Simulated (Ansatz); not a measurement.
Crystal: Ta3N.

```
CELL_PARAMETERS angstrom
3.03222 0.00000 0.00000
-1.51611 2.62598 0.00000
0.00000 0.00000 7.52414
ATOMIC_POSITIONS crystal
Ta 0.66667 0.33333 0.82607
Ta 0.33333 0.66667 0.17393
Ta 0.00000 0.00000 0.50000
N 0.00000 0.00000 0.00000
```

The cell comes from a database or a generator and needn't be the stable form of this composition.

```yaml
Program: Ansatz 0.2.0
Task: relaxation of cell and atoms
Functional: BLYP
Dispersion: D3(BJ)
Potentials_or_basis: Ansatz PAW
Cutoff: "420 eV (not typed: the program's choice for these potentials)"
k_mesh: 7 × 7 × 3
Occupations: fermi-dirac, width 0.05 eV
Spin: no spin polarisation
```

At the start: volume 14.98 Å³/atom.

Task: How do energy, volume and symmetry change on relaxing?

Result: It ends after 8 steps and the volume is 14.47 Å³/atom (-3.4 %); space group P-3m1 (No. 164, to 0.05 Å).

The path:
```
step  energy change (eV)  largest force (eV/Å)  volume (Å³)
   1              0.0000                0.0937        59.91
   2             -0.0627                0.1437        58.19
   3             -0.0741                0.0615        57.79
   4             -0.0745                0.0046        57.83
   5             -0.0744                0.0021        57.88
   6             -0.0722                0.0023        57.88
   7             -0.0723                0.0002        57.87
   8             -0.0722                0.0003        57.87
```

Final structure:
```
CELL_PARAMETERS angstrom
2.96194 0.00000 0.00000
-1.48097 2.56512 0.00000
0.00000 0.00000 7.61626
ATOMIC_POSITIONS crystal
Ta 0.66667 0.33333 0.82140
Ta 0.33333 0.66667 0.17860
Ta 0.00000 0.00000 0.50000
N 0.00000 0.00000 0.00000
```

Caveat: the plane-wave basis is chosen anew once the cell has moved, so the energies of steps on either side of that aren't comparable; pairwise dispersion overbinds metals, which lowers pressure and volume; the PAW data sets come from PBE, with cores solved anew for the run's functional, which leaves a small shift of forces and pressure.
